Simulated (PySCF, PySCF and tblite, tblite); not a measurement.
# C6H15FN2Si: conformers and averaged spectra

Which conformers does C6H15FN2Si (`CCN1CCN(C)[Si@@]1(C)F`) populate, and what do their averaged NMR parameters look like?

Computed with tblite 0.8.0 (tight binding) and PySCF 2.14.0 (DFT, with response routines of our own); each step states its level. Atoms count from 0 throughout.

## 1. The starting structure

25 atoms, charge 0, multiplicity 1; geometry from: MMFF94s geometry.

Bonds of the start (Å): C0–C1 1.53, C0–H10 1.08, C0–H11 1.10, C0–H12 1.09, C1–H13 1.11, C1–H14 1.10, C1–N2 1.44, C3–C4 1.54, C3–H15 1.08, C3–H16 1.10, C4–H17 1.10, C4–H18 1.10, C4–N5 1.48, C6–H19 1.09, C6–H20 1.10, C6–H21 1.10, C8–H22 1.11, C8–H23 1.09, C8–H24 1.09, N2–C3 1.49, N2–Si7 1.71, N5–C6 1.45, N5–Si7 1.72, Si7–C8 1.82 and more.

## 2. GFN2-xTB relaxation, conformer 1

Job settings and geometry (Å):

```
{"job": {"xc": "GFN2-xTB", "basis": "xTB", "kind": "relax"}, "charge": 0, "multiplicity": 1}
C      2.908200    -0.863800    -0.743600
C      2.061100    -0.789100     0.524300
N      0.785100    -0.125400     0.404800
C      0.899700     1.345300     0.209600
C     -0.551200     1.858600     0.108100
N     -1.307300     0.798100    -0.603800
C     -2.722400     1.108100    -0.650400
Si    -0.631400    -0.756200    -0.326300
C     -1.607600    -1.862200     0.741400
F     -0.265500    -1.422300    -1.724600
H      3.826600    -1.407600    -0.549900
H      2.367400    -1.389300    -1.542400
H      3.167900     0.136800    -1.092600
H      2.660600    -0.296600     1.311600
H      1.906700    -1.807000     0.905600
H      1.441800     1.580100    -0.691500
H      1.409400     1.816000     1.068200
H     -0.574800     2.800400    -0.452600
H     -0.961700     2.030400     1.111800
H     -3.249300     0.417600    -1.307600
H     -2.898300     2.119600    -1.037000
H     -3.186500     1.043800     0.346700
H     -1.854900    -1.377100     1.708100
H     -1.078400    -2.789800     0.969700
H     -2.556100    -2.144300     0.272600
```

On the command line:

```sh
$ OMP_NUM_THREADS=1 python ens_run.py task.json out
```

The driver reads the study from task.json and runs its stages one after another.

What it wrote:

```text
step      E/eV     max force
  0    -895.36898    2.129
  1    -895.53082    0.621
  2    -895.55622    0.280
  3    -895.56731    0.254
  4    -895.57442    0.248
  5    -895.58085    0.198
  6    -895.58615    0.162
  7    -895.59060    0.166
  8    -895.59493    0.145
  9    -895.59956    0.149
 10    -895.60399    0.118
 11    -895.60742    0.122
 12    -895.61012    0.109
 13    -895.61274    0.131
 14    -895.61522    0.129
 15    -895.61696    0.075
 16    -895.61796    0.074
 17    -895.61872    0.075
 18    -895.61963    0.092
 19    -895.62070    0.083
 20    -895.62179    0.085
 21    -895.62293    0.102
 22    -895.62431    0.099
 23    -895.62591    0.112
 24    -895.62739    0.096
 25    -895.62848    0.061
 26    -895.62922    0.059
 27    -895.62995    0.072
 28    -895.63082    0.079
 29    -895.63183    0.064
 30    -895.63302    0.080
 31    -895.63442    0.091
 32    -895.63582    0.093
 33    -895.63693    0.078
 34    -895.63778    0.064
 35    -895.63861    0.064
 36    -895.63957    0.080
 37    -895.64052    0.063
 38    -895.64124    0.043
 39    -895.64174    0.047
 40    -895.64222    0.047
 41    -895.64268    0.047
 42    -895.64300    0.036
 43    -895.64300    0.036
 44    -895.64313    0.030
 45    -895.64335    0.020
 46    -895.64342    0.023
 47    -895.64362    0.028
 48    -895.64374    0.026
 49    -895.64389    0.021
 50    -895.64402    0.027
 51    -895.64417    0.030
 52    -895.64430    0.026
 53    -895.64441    0.022
 54    -895.64449    0.021
 55    -895.64457    0.020
 56    -895.64464    0.014
 57    -895.64469    0.012
 58    -895.64471    0.012
 59    -895.64473    0.012
 60    -895.64477    0.011
 61    -895.64480    0.017
 62    -895.64483    0.019
 63    -895.64486    0.016
 64    -895.64489    0.011
 65    -895.64492    0.011
 66    -895.64494    0.010
 67    -895.64496    0.009
 68    -895.64497    0.011
 69    -895.64500    0.012
 70    -895.64502    0.014
 71    -895.64505    0.010
 72    -895.64507    0.009
 73    -895.64509    0.009
 74    -895.64511    0.013
 75    -895.64513    0.016
 76    -895.64516    0.014
 77    -895.64518    0.011
 78    -895.64520    0.011
 79    -895.64522    0.011
 80    -895.64525    0.011
 81    -895.64528    0.013
 82    -895.64531    0.013
 83    -895.64535    0.012
 84    -895.64538    0.012
 85    -895.64542    0.012
 86    -895.64545    0.010
 87    -895.64548    0.011
 88    -895.64551    0.011
 89    -895.64552    0.010
 90    -895.64555    0.011
 91    -895.64558    0.015
 92    -895.64562    0.015
 93    -895.64564    0.010
 94    -895.64566    0.006
 95    -895.64566    0.007
 96    -895.64567    0.008
 97    -895.64568    0.007
 98    -895.64569    0.008
 99    -895.64570    0.007
100    -895.64570    0.008
101    -895.64571    0.008
102    -895.64572    0.006
103    -895.64573    0.006
104    -895.64574    0.008
105    -895.64575    0.010
106    -895.64576    0.012
107    -895.64578    0.009
108    -895.64579    0.006
109    -895.64580    0.009
110    -895.64581    0.010
111    -895.64582    0.009
112    -895.64584    0.007
113    -895.64584    0.006
114    -895.64585    0.009
115    -895.64586    0.008
116    -895.64587    0.008
117    -895.64588    0.006
118    -895.64589    0.007
119    -895.64591    0.007
120    -895.64592    0.008
121    -895.64594    0.011
122    -895.64596    0.009
123    -895.64598    0.010
124    -895.64600    0.009
125    -895.64602    0.009
126    -895.64604    0.008
127    -895.64606    0.008
128    -895.64607    0.007
129    -895.64608    0.007
130    -895.64609    0.006
131    -895.64609    0.005
132    -895.64610    0.005
133    -895.64610    0.005
134    -895.64611    0.004
135    -895.64611    0.003
```

Run time: 4.8 s. Hardware: 1 thread of AMD EPYC, shared host.

Gain 0.277 eV; displacement 0.18 Å root mean square.

## 3. GFN2-xTB relaxation, conformer 2

Job settings and geometry (Å):

```
{"job": {"xc": "GFN2-xTB", "basis": "xTB", "kind": "relax"}, "charge": 0, "multiplicity": 1}
C     -2.921800     0.016800    -0.154700
C     -1.887700     0.471000    -1.178500
N     -0.503300     0.115600    -0.814300
C     -0.215400    -1.311200    -0.944300
C      1.294300    -1.451200    -0.621700
N      1.588900    -0.411400     0.380500
C      3.032200    -0.303900     0.595100
Si     0.563800     0.960600     0.220900
C     -0.126800     1.567900     1.780600
F      1.314200     2.078800    -0.612200
H     -2.957900    -1.071100    -0.051400
H     -2.754800     0.454300     0.834200
H     -3.929700     0.342300    -0.472200
H     -1.963700     1.551700    -1.308700
H     -2.135100     0.043300    -2.144600
H     -0.433900    -1.701600    -1.926600
H     -0.784200    -1.896600    -0.197200
H      1.868500    -1.279700    -1.549500
H      1.525900    -2.450000    -0.249000
H      3.260500     0.349600     1.455400
H      3.547900     0.095600    -0.277300
H      3.460400    -1.283600     0.841200
H      0.650600     2.006300     2.435100
H     -0.628200     0.770500     2.352300
H     -0.875800     2.360100     1.616000
```

What it wrote:

```text
step      E/eV     max force
  0    -895.28984    2.621
  1    -895.51772    0.605
  2    -895.54510    0.299
  3    -895.55933    0.267
  4    -895.56644    0.264
  5    -895.57370    0.197
  6    -895.57843    0.160
  7    -895.58249    0.169
  8    -895.58656    0.163
  9    -895.59128    0.152
 10    -895.59609    0.132
 11    -895.60050    0.144
 12    -895.60474    0.144
 13    -895.60938    0.153
 14    -895.61374    0.155
 15    -895.61669    0.100
 16    -895.61821    0.076
 17    -895.61910    0.065
 18    -895.61988    0.079
 19    -895.62061    0.067
 20    -895.62127    0.066
 21    -895.62201    0.078
 22    -895.62297    0.090
 23    -895.62413    0.108
 24    -895.62530    0.090
 25    -895.62633    0.079
 26    -895.62725    0.080
 27    -895.62826    0.090
 28    -895.62943    0.091
 29    -895.63068    0.077
 30    -895.63208    0.074
 31    -895.63371    0.086
 32    -895.63540    0.094
 33    -895.63674    0.072
 34    -895.63767    0.053
 35    -895.63844    0.062
 36    -895.63921    0.076
 37    -895.63980    0.050
 38    -895.64014    0.032
 39    -895.64014    0.032
 40    -895.64027    0.028
 41    -895.64067    0.026
 42    -895.64075    0.025
 43    -895.64099    0.023
 44    -895.64112    0.023
 45    -895.64128    0.023
 46    -895.64139    0.017
 47    -895.64149    0.020
 48    -895.64156    0.021
 49    -895.64163    0.017
 50    -895.64170    0.015
 51    -895.64176    0.019
 52    -895.64183    0.021
 53    -895.64189    0.016
 54    -895.64194    0.014
 55    -895.64198    0.012
 56    -895.64201    0.015
 57    -895.64204    0.013
 58    -895.64207    0.012
 59    -895.64209    0.011
 60    -895.64212    0.013
 61    -895.64216    0.014
 62    -895.64221    0.014
 63    -895.64227    0.014
 64    -895.64232    0.013
 65    -895.64236    0.015
 66    -895.64239    0.013
 67    -895.64242    0.014
 68    -895.64246    0.012
 69    -895.64250    0.013
 70    -895.64254    0.013
 71    -895.64257    0.013
 72    -895.64261    0.012
 73    -895.64264    0.013
 74    -895.64267    0.012
 75    -895.64270    0.010
 76    -895.64273    0.012
 77    -895.64275    0.010
 78    -895.64277    0.009
 79    -895.64278    0.008
 80    -895.64280    0.008
 81    -895.64282    0.011
 82    -895.64285    0.014
 83    -895.64287    0.013
 84    -895.64290    0.009
 85    -895.64292    0.010
 86    -895.64293    0.010
 87    -895.64295    0.009
 88    -895.64296    0.006
 89    -895.64297    0.005
 90    -895.64297    0.007
 91    -895.64298    0.006
 92    -895.64299    0.007
 93    -895.64300    0.007
 94    -895.64300    0.005
 95    -895.64301    0.004
```

It took 3.3 s on 1 thread of AMD EPYC, shared host.

Gain 0.353 eV; displacement 0.17 Å root mean square.

## 4. GFN2-xTB relaxation, conformer 3

Job settings and geometry (Å):

```
{"job": {"xc": "GFN2-xTB", "basis": "xTB", "kind": "relax"}, "charge": 0, "multiplicity": 1}
C     -3.177300    -0.109700     0.750200
C     -2.119000     0.728500     0.042200
N     -0.772600     0.105400     0.092600
C     -0.755300    -1.194500    -0.611400
C      0.735300    -1.594800    -0.709200
N      1.459500    -0.328000    -0.934000
C      2.903800    -0.537000    -0.917000
Si     0.663900     1.018100    -0.226400
C      1.441700     1.722700     1.249800
F      0.344500     2.090900    -1.356000
H     -4.123800     0.459200     0.802700
H     -3.401300    -1.038800     0.214400
H     -2.892100    -0.355200     1.784500
H     -2.077800     1.694000     0.561900
H     -2.426100     0.934600    -0.980100
H     -1.190500    -1.120100    -1.597100
H     -1.294500    -1.968900    -0.039900
H      0.885100    -2.298100    -1.546600
H      1.059900    -2.072000     0.222000
H      3.269100    -0.798700     0.094900
H      3.435800     0.363600    -1.240400
H      3.188700    -1.341600    -1.599500
H      1.639100     0.975200     2.026200
H      0.797400     2.484400     1.708400
H      2.395800     2.205100     1.015900
```

What it wrote:

```text
step      E/eV     max force
  0    -895.24084    2.536
  1    -895.44940    0.685
  2    -895.48107    0.300
  3    -895.49447    0.270
  4    -895.50117    0.249
  5    -895.50868    0.183
  6    -895.51430    0.174
  7    -895.51898    0.163
  8    -895.52294    0.140
  9    -895.52716    0.138
 10    -895.53129    0.124
 11    -895.53478    0.122
 12    -895.53788    0.113
 13    -895.54123    0.146
 14    -895.54468    0.147
 15    -895.54735    0.098
 16    -895.54898    0.091
 17    -895.55020    0.098
 18    -895.55158    0.108
 19    -895.55308    0.087
 20    -895.55448    0.092
 21    -895.55571    0.082
 22    -895.55697    0.090
 23    -895.55832    0.097
 24    -895.55960    0.072
 25    -895.56065    0.064
 26    -895.56156    0.070
 27    -895.56263    0.085
 28    -895.56411    0.116
 29    -895.56609    0.140
 30    -895.56833    0.133
 31    -895.57048    0.100
 32    -895.57242    0.087
 33    -895.57408    0.090
 34    -895.57554    0.091
 35    -895.57704    0.101
 36    -895.57865    0.083
 37    -895.58024    0.081
 38    -895.58160    0.086
 39    -895.58261    0.077
 40    -895.58337    0.065
 41    -895.58403    0.060
 42    -895.58465    0.050
 43    -895.58522    0.061
 44    -895.58571    0.052
 45    -895.58613    0.037
 46    -895.58613    0.037
 47    -895.58632    0.036
 48    -895.58680    0.029
 49    -895.58696    0.030
 50    -895.58740    0.034
 51    -895.58769    0.033
 52    -895.58804    0.038
 53    -895.58833    0.040
 54    -895.58866    0.044
 55    -895.58895    0.039
 56    -895.58920    0.029
 57    -895.58945    0.032
 58    -895.58973    0.039
 59    -895.59005    0.043
 60    -895.59038    0.046
 61    -895.59065    0.040
 62    -895.59087    0.031
 63    -895.59107    0.029
 64    -895.59125    0.027
 65    -895.59143    0.030
 66    -895.59164    0.032
 67    -895.59192    0.035
 68    -895.59229    0.037
 69    -895.59267    0.034
 70    -895.59301    0.039
 71    -895.59335    0.041
 72    -895.59367    0.046
 73    -895.59398    0.042
 74    -895.59426    0.035
 75    -895.59455    0.037
 76    -895.59488    0.038
 77    -895.59523    0.039
 78    -895.59559    0.036
 79    -895.59596    0.040
 80    -895.59638    0.042
 81    -895.59687    0.046
 82    -895.59742    0.055
 83    -895.59799    0.054
 84    -895.59856    0.054
 85    -895.59912    0.053
 86    -895.59968    0.053
 87    -895.60027    0.061
 88    -895.60096    0.072
 89    -895.60183    0.090
 90    -895.60200    0.155
 91    -895.60372    0.083
 92    -895.60471    0.061
 93    -895.60673    0.068
 94    -895.60717    0.052
 95    -895.60785    0.035
 96    -895.60820    0.032
 97    -895.60845    0.034
 98    -895.60870    0.032
 99    -895.60895    0.037
100    -895.60928    0.040
101    -895.60968    0.039
102    -895.61009    0.040
103    -895.61040    0.040
104    -895.61057    0.046
105    -895.61087    0.043
106    -895.61114    0.029
107    -895.61145    0.028
108    -895.61159    0.025
109    -895.61177    0.023
110    -895.61190    0.021
111    -895.61201    0.029
112    -895.61210    0.018
113    -895.61223    0.017
114    -895.61238    0.025
115    -895.61247    0.023
116    -895.61257    0.018
117    -895.61266    0.018
118    -895.61276    0.019
119    -895.61286    0.021
120    -895.61297    0.022
121    -895.61307    0.023
122    -895.61320    0.024
123    -895.61337    0.027
124    -895.61354    0.043
125    -895.61372    0.027
126    -895.61390    0.025
127    -895.61408    0.025
128    -895.61428    0.033
129    -895.61448    0.029
130    -895.61459    0.017
131    -895.61465    0.015
132    -895.61470    0.017
133    -895.61477    0.018
134    -895.61484    0.016
135    -895.61489    0.015
136    -895.61494    0.015
137    -895.61499    0.017
138    -895.61504    0.012
139    -895.61507    0.011
140    -895.61509    0.009
141    -895.61511    0.010
142    -895.61512    0.009
143    -895.61514    0.007
144    -895.61515    0.007
145    -895.61516    0.006
146    -895.61516    0.005
147    -895.61517    0.004
148    -895.61517    0.004
149    -895.61518    0.007
150    -895.61519    0.008
151    -895.61519    0.006
152    -895.61520    0.004
153    -895.61520    0.005
154    -895.61521    0.008
155    -895.61522    0.011
156    -895.61524    0.010
157    -895.61525    0.009
158    -895.61527    0.007
159    -895.61528    0.008
160    -895.61529    0.008
161    -895.61530    0.006
162    -895.61531    0.004
163    -895.61531    0.004
```

It took 5.9 s on 1 thread of AMD EPYC, shared host.

Gain 0.374 eV; displacement 0.53 Å root mean square.

## 5. GFN2-xTB relaxation, conformer 4

Job settings and geometry (Å):

```
{"job": {"xc": "GFN2-xTB", "basis": "xTB", "kind": "relax"}, "charge": 0, "multiplicity": 1}
C      2.844900     0.529100     0.904100
C      2.084800     0.755000    -0.415800
N      0.775700     0.149500    -0.398200
C      0.736000    -1.258700    -0.790000
C     -0.580000    -1.842300    -0.193400
N     -1.530500    -0.707900    -0.099200
C     -2.722100    -1.103600     0.627400
Si    -0.699300     0.787200     0.166900
C     -1.365900     2.198800    -0.749000
F     -0.601200     1.036800     1.735400
H      2.300500     0.980500     1.747200
H      2.972600    -0.536200     1.117500
H      3.822200     0.996000     0.861700
H      2.691800     0.347300    -1.236600
H      2.015400     1.837600    -0.595500
H      1.586100    -1.831100    -0.375700
H      0.735400    -1.348900    -1.871900
H     -0.377700    -2.272400     0.791700
H     -0.971500    -2.628800    -0.843600
H     -3.160800    -2.005200     0.195700
H     -3.494900    -0.319900     0.586600
H     -2.513000    -1.307700     1.689100
H     -2.368600     2.478500    -0.392900
H     -1.449500     1.995100    -1.825000
H     -0.741500     3.095300    -0.627300
```

What it wrote:

```text
step      E/eV     max force
  0    -895.30578    2.472
  1    -895.48462    0.641
  2    -895.51208    0.278
  3    -895.52374    0.232
  4    -895.52997    0.224
  5    -895.53706    0.176
  6    -895.54173    0.146
  7    -895.54540    0.144
  8    -895.54875    0.130
  9    -895.55257    0.124
 10    -895.55629    0.107
 11    -895.55939    0.121
 12    -895.56205    0.124
 13    -895.56476    0.115
 14    -895.56724    0.113
 15    -895.56891    0.065
 16    -895.56981    0.070
 17    -895.57046    0.066
 18    -895.57119    0.076
 19    -895.57200    0.072
 20    -895.57280    0.078
 21    -895.57360    0.082
 22    -895.57450    0.074
 23    -895.57546    0.091
 24    -895.57629    0.078
 25    -895.57690    0.056
 26    -895.57743    0.053
 27    -895.57809    0.075
 28    -895.57900    0.092
 29    -895.58007    0.080
 30    -895.58111    0.063
 31    -895.58210    0.082
 32    -895.58312    0.079
 33    -895.58409    0.073
 34    -895.58499    0.067
 35    -895.58595    0.064
 36    -895.58706    0.081
 37    -895.58816    0.063
 38    -895.58900    0.060
 39    -895.58960    0.060
 40    -895.59016    0.068
 41    -895.59074    0.071
 42    -895.59119    0.052
 43    -895.59149    0.043
 44    -895.59178    0.041
 45    -895.59209    0.035
 46    -895.59209    0.035
 47    -895.59218    0.029
 48    -895.59237    0.032
 49    -895.59246    0.039
 50    -895.59273    0.038
 51    -895.59293    0.031
 52    -895.59313    0.030
 53    -895.59329    0.029
 54    -895.59347    0.030
 55    -895.59364    0.028
 56    -895.59381    0.025
 57    -895.59395    0.024
 58    -895.59408    0.026
 59    -895.59423    0.027
 60    -895.59437    0.024
 61    -895.59448    0.025
 62    -895.59458    0.022
 63    -895.59468    0.022
 64    -895.59480    0.025
 65    -895.59491    0.025
 66    -895.59502    0.021
 67    -895.59514    0.024
 68    -895.59529    0.028
 69    -895.59549    0.035
 70    -895.59569    0.030
 71    -895.59587    0.030
 72    -895.59603    0.030
 73    -895.59620    0.027
 74    -895.59638    0.028
 75    -895.59656    0.025
 76    -895.59672    0.027
 77    -895.59686    0.027
 78    -895.59702    0.032
 79    -895.59716    0.026
 80    -895.59728    0.021
 81    -895.59739    0.022
 82    -895.59754    0.029
 83    -895.59776    0.040
 84    -895.59801    0.040
 85    -895.59825    0.037
 86    -895.59850    0.041
 87    -895.59877    0.043
 88    -895.59909    0.051
 89    -895.59942    0.042
 90    -895.59975    0.043
 91    -895.60007    0.050
 92    -895.60035    0.042
 93    -895.60057    0.033
 94    -895.60071    0.030
 95    -895.60083    0.024
 96    -895.60095    0.026
 97    -895.60105    0.024
 98    -895.60112    0.014
 99    -895.60116    0.013
100    -895.60120    0.016
101    -895.60126    0.019
102    -895.60135    0.018
103    -895.60141    0.017
104    -895.60148    0.017
105    -895.60155    0.017
106    -895.60165    0.022
107    -895.60174    0.018
108    -895.60180    0.016
109    -895.60186    0.015
110    -895.60191    0.018
111    -895.60198    0.017
112    -895.60206    0.015
113    -895.60212    0.018
114    -895.60217    0.018
115    -895.60223    0.018
116    -895.60229    0.018
117    -895.60233    0.012
118    -895.60235    0.009
119    -895.60237    0.011
120    -895.60239    0.015
121    -895.60242    0.013
122    -895.60245    0.011
123    -895.60246    0.010
124    -895.60248    0.009
125    -895.60250    0.013
126    -895.60253    0.013
127    -895.60255    0.011
128    -895.60258    0.011
129    -895.60260    0.010
130    -895.60263    0.011
131    -895.60266    0.010
132    -895.60268    0.009
133    -895.60270    0.008
134    -895.60272    0.009
135    -895.60273    0.008
136    -895.60274    0.007
137    -895.60275    0.008
138    -895.60277    0.008
139    -895.60278    0.009
140    -895.60279    0.009
141    -895.60281    0.011
142    -895.60283    0.013
143    -895.60286    0.012
144    -895.60288    0.011
145    -895.60290    0.011
146    -895.60292    0.011
147    -895.60294    0.013
148    -895.60296    0.010
149    -895.60298    0.009
150    -895.60299    0.008
151    -895.60300    0.009
152    -895.60302    0.010
153    -895.60304    0.010
154    -895.60305    0.010
155    -895.60306    0.009
156    -895.60308    0.009
157    -895.60309    0.007
158    -895.60310    0.006
159    -895.60311    0.005
160    -895.60312    0.005
161    -895.60312    0.005
162    -895.60313    0.005
163    -895.60313    0.005
164    -895.60314    0.007
165    -895.60314    0.008
166    -895.60315    0.007
167    -895.60316    0.005
168    -895.60317    0.005
169    -895.60317    0.007
170    -895.60318    0.008
171    -895.60319    0.007
172    -895.60320    0.007
173    -895.60321    0.007
174    -895.60322    0.007
175    -895.60323    0.006
176    -895.60324    0.007
177    -895.60325    0.005
178    -895.60325    0.006
179    -895.60326    0.006
180    -895.60326    0.008
181    -895.60327    0.007
182    -895.60328    0.010
183    -895.60329    0.011
184    -895.60331    0.009
185    -895.60333    0.009
186    -895.60334    0.009
187    -895.60336    0.010
188    -895.60338    0.010
189    -895.60339    0.009
190    -895.60339    0.006
191    -895.60340    0.004
192    -895.60340    0.003
```

Run time: 6.6 s. Hardware: 1 thread of AMD EPYC, shared host.

Relaxing gained 0.298 eV and moved the atoms by 0.30 Å on average (rms).

[end of part 1 of 3]
